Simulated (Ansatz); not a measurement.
# Si2W: the cost of one run

Method: DFT r2SCAN, scalar-relativistic, plane waves, PAW, and further levels as typed in the inputs, in Ansatz 0.2.0.

## 1. The structure to begin with

Symmetry: I4/mmm, No. 139, tetragonal system. The conventional cell has a = 3.214 Å, b = 3.214 Å, c = 7.831 Å, α = 90.00°, β = 90.00°, γ = 90.00°. W (site symmetry 4/mmm) has 10 Si at 2.62 Å as nearest neighbours. Around Si (site symmetry 4mm) lie 5 Si at 2.59 to 2.63 Å and 5 W at 2.62 Å.

As a file:

```
W Si
1.0
    -1.60698    1.60698    3.91564
     1.60698   -1.60698    3.91564
     1.60698    1.60698   -3.91564
W Si
1 2
Direct
  0.00000 0.00000 0.00000
  0.33456 0.33456 0.00000
  0.66544 0.66544 0.00000
```

## 2. Relaxing the atoms: Si2W, no spin

input.yaml

```yaml
crystal:
  lattice:
    - [-1.606975, 1.606975, 3.91564]
    - [1.606975, -1.606975, 3.91564]
    - [1.606975, 1.606975, -3.91564]
  atoms:
    - { symbol: W, position: [0.0, 0.0, 0.0] }
    - { symbol: Si, position: [0.33456, 0.33456, 0.0] }
    - { symbol: Si, position: [0.66544, 0.66544, 0.0] }
scf:
  occupations: { method: gaussian, width: 0.05 }
output:
  forces: true
  stress: true
hamiltonian:
  xc: r2scan
kpoints:
  mp_grid: { grid: [18, 18, 18] }
relax:
  f_tol: 0.003
```

The run is started by

```bash
ansatz run input.yaml --threads 4 --pin off --max-ram 12288MiB --backend cpu --events-out ev --progress --plain --runs-dir out
```

Q: Estimate wall time and peak memory on 4 threads of Intel Xeon Platinum 8259CL at 2.50GHz (Skylake/Cascade Lake), shared host.

About 27 s, with a peak of 0.89 GiB.
